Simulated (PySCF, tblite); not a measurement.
# C₇H₆FS+: geometry, infrared bands and NMR shifts

Aim: predict the infrared bands and NMR shifts of C₇H₆FS+ (`C=Cc1cc[s+]cc1F`).

The runs use tblite 0.8.0 and PySCF 2.14.0, with density-fitted response routines of our own; the level of theory stands in each step. All values are computed, except where a source is named. Atoms are numbered from 0 throughout.

## (1) The starting structure

15 atoms, charge 1, multiplicity 1; geometry from: force field or distance geometry start.

Bonds of the start (Å): C0–C1 1.36, C1–C2 1.47, C2–C3 1.40, C3–C4 1.40, C4–S5 1.78, S5–C6 1.77, C6–C7 1.40, C7–F8 1.34, C7–C2 1.42, C0–H9 1.08, C0–H10 1.08, C1–H11 1.08, C3–H12 1.10, C4–H13 1.08, C6–H14 1.09.

## (2) Optimising the geometry with GFN2-xTB

Job settings and geometry (Å):

```
{"job": {"kind": "relax", "xc": "GFN2-xTB", "basis": "xTB"}, "charge": 1, "multiplicity": 1}
C      2.466900    -0.278500     0.948100
C      1.543500     0.531600     0.370300
C      0.166400     0.184300    -0.001200
C     -0.377400    -1.094600     0.198800
C     -1.676500    -1.500400    -0.119500
S     -2.874000    -0.431800    -0.880500
C     -1.944800     1.073300    -1.021800
C     -0.618300     1.212400    -0.591400
F     -0.065800     2.418300    -0.775800
H      2.271300    -1.312600     1.210000
H      3.445500     0.107500     1.176600
H      1.848600     1.549600     0.170900
H      0.242300    -1.867500     0.674700
H     -1.984600    -2.519800     0.076300
H     -2.447700     1.936200    -1.457400
```

Command:

```bash
> OMP_NUM_THREADS=1 python probes_run.py task.json out
```

This one command runs all jobs of the session in turn.

**Question.** This job is followed by: GFN2-xTB harmonic vibrations, gas phase; GIAO PBE0/pcSseg-1 NMR shielding, non-relativistic, gas phase. What will the session give for the following? strongest single infrared mode (GFN2-xTB); zero-point energy (GFN2-xTB); 13C shifts against TMS (PBE0/pcSseg-1); 1H shifts against TMS (PBE0/pcSseg-1); 33S shifts against CS2 (PBE0/pcSseg-1); 19F shifts against CFCl3 (PBE0/pcSseg-1).

As calculated:

```
                                 quantity                                                value
strongest single infrared mode (GFN2-xTB)                                1527 cm⁻¹, 296 km/mol
             zero-point energy (GFN2-xTB)                                        66.1 kcal/mol
   13C shifts against TMS (PBE0/pcSseg-1)  170.3, 158.6, 158.5, 155.5, 150.2, 138.9, 132.0 ppm
    1H shifts against TMS (PBE0/pcSseg-1)               9.33, 9.30, 9.26, 7.99, 7.92, 7.90 ppm
   33S shifts against CS2 (PBE0/pcSseg-1)                                              323 ppm
 19F shifts against CFCl3 (PBE0/pcSseg-1)                                            -86.1 ppm
```

The optimisation took 27 steps and gained 0.289 eV; among the close pairs (by a distance rule), S5–C6 changed most, from 1.774 to 1.691 Å. The lowest mode is imaginary (25i cm⁻¹), so the xTB geometry is not a minimum. The strongest single mode, at 1527 cm⁻¹, is spread over several atoms, C3, C7, C4, C6 among them. GFN2-xTB is a fitted tight-binding method: band positions and strengths are rough. Its intensities can rank the bands wrongly. At PBE0/pcSseg-1: Shielding is most anisotropic at S5 (span 611 ppm, paramagnetic term -874 ppm). NICS(1)zz of -20 ppm above the planar ring from C2 marks a diatropic (aromatic) ring current. At PBE0/pcSseg-1, counted by nearest atom on the grid, the HOMO lies on C0, C1 about 25 % each; S5 14 %, the LUMO on C2 21 %; S5 21 %.
